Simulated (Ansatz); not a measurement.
# Al5Sn: the cost of one run

Computed with Ansatz 0.2.0 (DFT PBE, scalar-relativistic, plane waves, PAW, unless a step's input says otherwise).

**1. The starting structure**

The structure is hexagonal, space group P6/mmm (No. 191). Conventional cell: a = 5.414 Å, b = 5.414 Å, c = 4.322 Å, α = 90.00°, β = 90.00°, γ = 120.00°. Al (site symmetry mmm) is surrounded by 8 Al at 2.67 to 2.71 Å. Around Al (site symmetry -6m2) lie 6 Al at 2.67 Å. Sn (site symmetry 6/mmm) has 18 Al at 3.13 to 3.46 Å as nearest neighbours.

As a file:

```cif
data_structure
_symmetry_space_group_name_H-M 'P 1'
_symmetry_Int_Tables_number 1
_cell_length_a 5.4143
_cell_length_b 5.4143
_cell_length_c 4.3224
_cell_angle_alpha 90.000
_cell_angle_beta 90.000
_cell_angle_gamma 120.000
_cell_volume 109.73
loop_
_atom_site_label
_atom_site_type_symbol
_atom_site_fract_x
_atom_site_fract_y
_atom_site_fract_z
_atom_site_occupancy
Al1 Al 0.00000 0.50000 0.50000 1
Al2 Al 0.33333 0.66667 0.00000 1
Al3 Al 0.66667 0.33333 0.00000 1
Al4 Al 0.50000 0.00000 0.50000 1
Al5 Al 0.50000 0.50000 0.50000 1
Sn1 Sn 0.00000 0.00000 0.00000 1
```

The cell is invented: species swapped into a database cell of CeFe5 (P6/mmm, No. 191), with Sn on the Ce sites and Al on the Fe sites. The dimensions are guesses.

**2. Probe: one point on a coarse mesh**

input.yaml

```yaml
crystal:
  lattice:
    - [5.41427975, 0.0, 0.0]
    - [-2.70713988, 4.68890381, 0.0]
    - [0.0, 0.0, 4.32238789]
  atoms:
    - { symbol: Al, position: [0.0, 0.5, 0.5] }
    - { symbol: Al, position: [0.33333333, 0.66666667, 0.0] }
    - { symbol: Al, position: [0.66666667, 0.33333333, 0.0] }
    - { symbol: Al, position: [0.5, 0.0, 0.5] }
    - { symbol: Al, position: [0.5, 0.5, 0.5] }
    - { symbol: Sn, position: [0.0, 0.0, 0.0] }
basis:
  ecutwfc: 420
kpoints:
  mp_grid: { grid: [6, 6, 4] }
hamiltonian:
  xc: pbe
scf:
  occupations: { method: gaussian, width: 0.1 }
  lower_state_search: "off"
output:
  forces: true
  stress: true
  eigenvalues: true
```

Launch:

```sh
ansatz run input.yaml --threads 1 --pin off --max-ram 2048MiB --backend cpu --events-out ev --progress --plain --runs-dir out
```

What time and memory should one allow on 1 thread of Arm Neoverse V2, shared host?

About 2.8 s, with a peak of 0.35 GiB.
